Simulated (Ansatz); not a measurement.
**C₂HCl₂FHf: shape, modes and thermochemistry**

What shape does C₂HCl₂FHf take? The plan is to relax it, check the end point by its vibrations and derive ideal-gas thermochemistry.

Method: RKS PBE0-D4/def2-TZVP; program: Ansatz 0.2.0, Gaussian basis.

Plan: relaxation at PBE0-D4/def2-TZVP; harmonic vibrations at the same level.

1 further run of the same task is left out (set aside as unsound or not needed).

### Step 1. Starting geometry

SMILES `C#[C][Hf]([F])([Cl])[Cl]`, 7 atoms, charge 0, spin multiplicity 1.

Atoms are counted from 1 here; the program's logs count them from 0.

Bond lengths: C1–C2 1.208 Å, C1–H7 1.056 Å, C2–Hf3 2.182 Å, Hf3–F4 1.875 Å, Hf3–Cl5 2.276 Å, Hf3–Cl6 2.275 Å. Angles: C2–C1–H7 179.4°, C1–C2–Hf3 175.3°, C2–Hf3–F4 108.7°, C2–Hf3–Cl5 117.7°, C2–Hf3–Cl6 118.2°, F4–Hf3–Cl5 100.5°, F4–Hf3–Cl6 100.5°, Cl5–Hf3–Cl6 108.3°.

Geometry (Å):

```xyz
7
charge 0, multiplicity 1
C     1.7001   -1.4417    0.7349
C     0.8730   -0.6369    0.3772
Hf   -0.7253    0.6780   -0.3131
F    -2.1793   -0.3753   -0.8522
Cl   -0.3613    1.8829   -2.2088
Cl   -1.7371    2.0303    1.2115
H     2.4299   -2.1373    1.0506
```

The start is a GFN2-xTB geometry. Hf takes the def2 core potential; no spin-orbit term is included.

### Step 2. Relaxation at PBE0-D4/def2-TZVP

in.yaml reads:

```yaml
crystal:
  periodic: [false, false, false]
  atoms:
    - {symbol: C, position_ang: [1.700050, -1.441720, 0.734910]}
    - {symbol: C, position_ang: [0.873000, -0.636910, 0.377170]}
    - {symbol: Hf, position_ang: [-0.725320, 0.677950, -0.313100]}
    - {symbol: F, position_ang: [-2.179270, -0.375260, -0.852230]}
    - {symbol: Cl, position_ang: [-0.361250, 1.882890, -2.208840]}
    - {symbol: Cl, position_ang: [-1.737120, 2.030340, 1.211470]}
    - {symbol: H, position_ang: [2.429920, -2.137280, 1.050620]}
basis:
  gaussian: {orbitals: def2-TZVP}
hamiltonian: {xc: pbe0, dispersion: d4}
relax: {f_tol: 0.005, max_steps: 150}
```

Launch:

```
ansatz run in.yaml --threads 4 --pin off --events-out ev --progress --plain --max-ram 10444MiB
```

The runs that follow: Vibrations by finite differences.

**Question.** What will the summary of the whole plan be? Wanted: point group; shift from the start; total energy; dispersion term; dipole moment; lowest, highest wavenumber; zero-point energy.

**Answer**, as computed:

```
                  quantity            value
               point group               Cs
                     steps                9
shift from the start (rms)          0.185 Å
              total energy   -31153.6561 eV
           dispersion term         -167 meV
             dipole moment           1.67 D
lowest, highest wavenumber    69, 3449 cm⁻¹
         zero-point energy    14.1 kcal/mol
       entropy at 298.15 K  409.4 J/(mol K)
```

In words: The relaxed geometry lies 0.18 Å (rms) from the start; the bond that changed most is Hf3–Cl6, from 2.275 to 2.329 Å. All wavenumbers are real, so the end point is a minimum. The stiffest mode, 3449 cm⁻¹, is a C–H stretch, and 5 modes under 200 cm⁻¹ make the vibrational entropy uncertain. Harmonic hybrid wavenumbers usually lie a few per cent above measured fundamentals. The largest Mulliken charge, +1.30 e, sits on Hf3.
